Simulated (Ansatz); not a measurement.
# AlAsH₄O (SMILES [AlH2][O][AsH2]): single points off equilibrium

An exercise on one series of results from a longer session: the logs are not shown, and one member is left open.

The runs use Ansatz 0.2.0, Gaussian basis; single points in def2-TZVPP.

Correlated methods freeze the cores. Filled d shells of the heavier atoms are correlated.

### The starting structure

SMILES `[AlH2][O][AsH2]`, 7 atoms, charge 0, spin multiplicity 1.

Atoms are counted from 1 here; the program's logs count them from 0.

Bond lengths: Al1–O2 1.632 Å, Al1–H4 1.619 Å, Al1–H5 1.483 Å, O2–As3 1.832 Å, As3–H6 1.475 Å, As3–H7 1.483 Å. Angles: O2–Al1–H4 115.7°, O2–Al1–H5 120.6°, H4–Al1–H5 123.6°, Al1–O2–As3 176.4°, O2–As3–H6 95.1°, O2–As3–H7 95.5°, H6–As3–H7 87.8°.

Coordinates:

```mol
AlAsH4O
  3D, bonds by distance, orders not assigned

  7  6  0  0  0  0  0  0  0  0999 V2000
   -1.3751    0.4750   -0.6155 Al  0  0
    0.1361    0.0075   -0.2161 O   0  0
    1.8735   -0.4304    0.1673 As  0  0
   -2.0716   -0.3526   -1.8199 H   0  0
   -2.0500    1.5656    0.1293 H   0  0
    1.9426    0.3764    1.3996 H   0  0
    1.5401   -1.5979    1.0183 H   0  0
  1  2  8  0
  1  4  8  0
  1  5  8  0
  2  3  8  0
  3  6  8  0
  3  7  8  0
M  END
```

The first run:

File run/in.yaml:

```yaml
crystal:
  periodic: [false, false, false]
  atoms:
    - {symbol: Al, position_ang: [-1.375100, 0.475000, -0.615500]}
    - {symbol: O, position_ang: [0.136100, 0.007500, -0.216100]}
    - {symbol: As, position_ang: [1.873500, -0.430400, 0.167300]}
    - {symbol: H, position_ang: [-2.071600, -0.352600, -1.819900]}
    - {symbol: H, position_ang: [-2.050000, 1.565600, 0.129300]}
    - {symbol: H, position_ang: [1.942600, 0.376400, 1.399600]}
    - {symbol: H, position_ang: [1.540100, -1.597900, 1.018300]}
basis:
  gaussian: {orbitals: def2-TZVPP}
correlation: {method: ccsd_t}
output: {forces: true}
```

The command line of these runs was not kept.

Among the steps run: CCSD(T)/def2-TZVPP; PBE0-D4/def2-TZVPP; wB97M-V/def2-TZVPP; r2SCAN-D4/def2-TZVPP; PBE-D4/def2-TZVPP; B97M-V/def2-TZVPP; revPBE-D4/def2-TZVPP.

One of the session's tables, all rows but one given; the rest of the session is left out.

```
   method  RMS force component (eV/Å)  angle to CCSD(T) forces (°)  dipole (D)
  CCSD(T)                       0.988                    reference        1.48
  PBE0-D4                       0.992                          5.4        1.40
  wB97M-V                       0.956                          2.6        1.50
r2SCAN-D4                       0.968                          5.4        1.40
   PBE-D4                       0.999                         14.0        1.37
   B97M-V                       0.941                          7.7        1.52
revPBE-D4                           ?                            ?           ?
```

**Question.** Estimate the row for revPBE-D4.

As computed: RMS force component (eV/Å): 1.014; angle to CCSD(T) forces (°): 15.3; dipole (D): 1.37. In the column «RMS force component (eV/Å)» it is the highest.
